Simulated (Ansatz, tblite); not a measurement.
**C22H29IO: a ladder of methods and basis sets**

One table from this session's results is given with a row withheld; the runs are named, their logs left out.

Program: Ansatz 0.2.0, Gaussian basis. Level of theory: as each input shows. These are calculated values, not measurements.

Levels to be run: GFN1-xTB, GFN2-xTB, PBE-D4/def2-SVP, r2SCAN-D4/def2-SVP, B3LYP-D4/def2-SVP, PBE0-D4/def2-TZVP, PBE-D4/def2-TZVP.

3 further runs of the same task are left out: 3 set aside as unsound or not needed.

## The relaxed structure

The singlet was relaxed beforehand with PBE-D4/def2-SVP.

SMILES `CCC(CC(C)c1ccc(I)cc1)c1ccc(OC(C)(C)C)cc1`, 53 atoms, charge 0, spin multiplicity 1.

Bond lengths: C1–C2 1.528 Å, C1–H25 1.111 Å, C1–H26 1.109 Å, C1–H27 1.109 Å, C2–C3 1.546 Å, C2–H28 1.113 Å, C2–H29 1.110 Å, C3–C4 1.554 Å, C3–C14 1.520 Å, C3–H30 1.114 Å, C4–C5 1.546 Å, C4–H31 1.109 Å, C4–H32 1.113 Å, C5–C6 1.537 Å, C5–C7 1.520 Å, C5–H33 1.113 Å, C6–H34 1.108 Å, C6–H35 1.110 Å and more. Angles: C2–C1–H25 111.2°, C2–C1–H26 111.5°, C2–C1–H27 111.4°, H25–C1–H26 107.5°, H25–C1–H27 107.3°, H26–C1–H27 107.8°, C1–C2–C3 114.0°, C1–C2–H28 109.9°, C1–C2–H29 109.8°, C3–C2–H28 108.3°, C3–C2–H29 108.9°, H28–C2–H29 105.6°, C2–C3–C4 112.3°, C2–C3–C14 111.2°, C2–C3–H30 107.3°, C4–C3–C14 111.5°, C4–C3–H30 107.7°, C14–C3–H30 106.5° and more.

I takes a core potential in the def2 sets. No spin-orbit coupling is included.

PBE0-D4/def2-SVP was run before; its log isn't repeated, and its numbers join the tables.

Set-up of the first run:

Tight binding, by tblite at 300 K electronic temperature and without a spin-polarisation term:

```python
tblite.interface.Calculator('GFN1-xTB', numbers, positions, charge=0, uhf=0).singlepoint()
```

Tight binding, by tblite at 300 K electronic temperature and without a spin-polarisation term:

```python
tblite.interface.Calculator('GFN2-xTB', numbers, positions, charge=0, uhf=0).singlepoint()
```

start.molden holds the orbitals of an earlier run on this state, given as this run's starting guess.

in.yaml

```yaml
crystal:
  periodic: [false, false, false]
  atoms:
    - {symbol: C, position_ang: [0.765852, -3.632660, -2.074490]}
    - {symbol: C, position_ang: [1.343896, -2.915901, -0.855627]}
    - {symbol: C, position_ang: [1.130724, -1.384565, -0.867650]}
    - {symbol: C, position_ang: [1.900939, -0.673516, 0.279038]}
    - {symbol: C, position_ang: [3.258796, -0.056211, -0.129393]}
    - {symbol: C, position_ang: [4.279512, -1.080267, -0.651317]}
    - {symbol: C, position_ang: [3.830822, 0.767780, 1.013160]}
    - {symbol: C, position_ang: [3.934912, 2.167827, 0.910852]}
    - {symbol: C, position_ang: [4.450006, 2.947379, 1.958134]}
    - {symbol: C, position_ang: [4.869959, 2.313814, 3.136328]}
    - {symbol: I, position_ang: [5.655426, 3.473755, 4.730880]}
    - {symbol: C, position_ang: [4.777403, 0.919601, 3.271894]}
    - {symbol: C, position_ang: [4.260026, 0.161729, 2.211870]}
    - {symbol: C, position_ang: [-0.348658, -1.034559, -0.845706]}
    - {symbol: C, position_ang: [-1.147328, -1.332753, 0.278650]}
    - {symbol: C, position_ang: [-2.507575, -1.003304, 0.313595]}
    - {symbol: C, position_ang: [-3.111055, -0.356188, -0.783940]}
    - {symbol: O, position_ang: [-4.455904, -0.082562, -0.778062]}
    - {symbol: C, position_ang: [-4.925342, 1.203248, -0.260074]}
    - {symbol: C, position_ang: [-4.341010, 2.360281, -1.081435]}
    - {symbol: C, position_ang: [-6.441998, 1.118485, -0.439088]}
    - {symbol: C, position_ang: [-4.557828, 1.355501, 1.222216]}
    - {symbol: C, position_ang: [-2.331252, -0.074697, -1.921261]}
    - {symbol: C, position_ang: [-0.969825, -0.410926, -1.944117]}
    - {symbol: H, position_ang: [1.229277, -3.263892, -3.014123]}
    - {symbol: H, position_ang: [0.940686, -4.726264, -2.023556]}
    - {symbol: H, position_ang: [-0.327613, -3.467885, -2.159941]}
    - {symbol: H, position_ang: [0.890132, -3.325095, 0.074418]}
    - {symbol: H, position_ang: [2.430782, -3.127911, -0.774853]}
    - {symbol: H, position_ang: [1.532435, -1.001391, -1.833356]}
    - {symbol: H, position_ang: [1.275238, 0.146028, 0.687508]}
    - {symbol: H, position_ang: [2.056052, -1.381807, 1.123419]}
    - {symbol: H, position_ang: [3.046857, 0.654213, -0.959567]}
    - {symbol: H, position_ang: [3.909823, -1.594694, -1.560938]}
    - {symbol: H, position_ang: [4.501359, -1.858962, 0.107680]}
    - {symbol: H, position_ang: [5.235759, -0.584087, -0.911509]}
    - {symbol: H, position_ang: [3.604456, 2.666846, -0.014551]}
    - {symbol: H, position_ang: [4.523003, 4.039129, 1.852012]}
    - {symbol: H, position_ang: [5.105952, 0.425349, 4.197297]}
    - {symbol: H, position_ang: [4.193250, -0.931457, 2.329608]}
    - {symbol: H, position_ang: [-0.696735, -1.834103, 1.150288]}
    - {symbol: H, position_ang: [-3.126025, -1.254880, 1.186995]}
    - {symbol: H, position_ang: [-4.753091, 3.326729, -0.728132]}
    - {symbol: H, position_ang: [-3.237963, 2.406912, -0.986161]}
    - {symbol: H, position_ang: [-4.595566, 2.246899, -2.154184]}
    - {symbol: H, position_ang: [-6.693520, 0.974651, -1.508375]}
    - {symbol: H, position_ang: [-6.932649, 2.044075, -0.079186]}
    - {symbol: H, position_ang: [-6.846411, 0.257402, 0.128676]}
    - {symbol: H, position_ang: [-3.459597, 1.387284, 1.366127]}
    - {symbol: H, position_ang: [-4.965265, 0.512320, 1.815055]}
    - {symbol: H, position_ang: [-4.979305, 2.297812, 1.626099]}
    - {symbol: H, position_ang: [-2.810597, 0.398733, -2.790081]}
    - {symbol: H, position_ang: [-0.371210, -0.183256, -2.841158]}
basis:
  gaussian: {orbitals: def2-SVP, fitting: {mean_field: def2-universal-jkfit}, initial_orbitals: start.molden}
hamiltonian: {xc: pbe, dispersion: d4}
scf: {omitted_lower_state_checks: [starts]}
output: {orbitals: {seedname: orbitals}}
```

Started as:

```bash
$ ansatz run in.yaml --threads 8 --pin off --events-out ev --progress --plain --max-ram 19148MiB
```

Steps of the session up to this table: PBE-D4/def2-SVP; r2SCAN-D4/def2-SVP; B3LYP-D4/def2-SVP; PBE0-D4/def2-TZVP; PBE-D4/def2-TZVP.

One of the session's tables, all rows but one given; the rest of the session is left out.

It belongs to the step «Binding energy». 

```
             level  binding an atom (eV)
   PBE-D4/def2-SVP                 4.794
  PBE-D4/def2-TZVP                     ?
r2SCAN-D4/def2-SVP                 4.671
 B3LYP-D4/def2-SVP                 4.648
  PBE0-D4/def2-SVP                 4.717
 PBE0-D4/def2-TZVP                 4.652
```

**Question.** Estimate the row for PBE-D4/def2-TZVP.

As computed: binding an atom (eV): 4.732. In the column «binding an atom (eV)» it lies between PBE0-D4/def2-SVP (4.717) and PBE-D4/def2-SVP (4.794).

Limits of these values: Free atoms were run apart at each level; binding is atoms less cluster, divided by the number of atoms, without zero-point or spin-orbit terms.
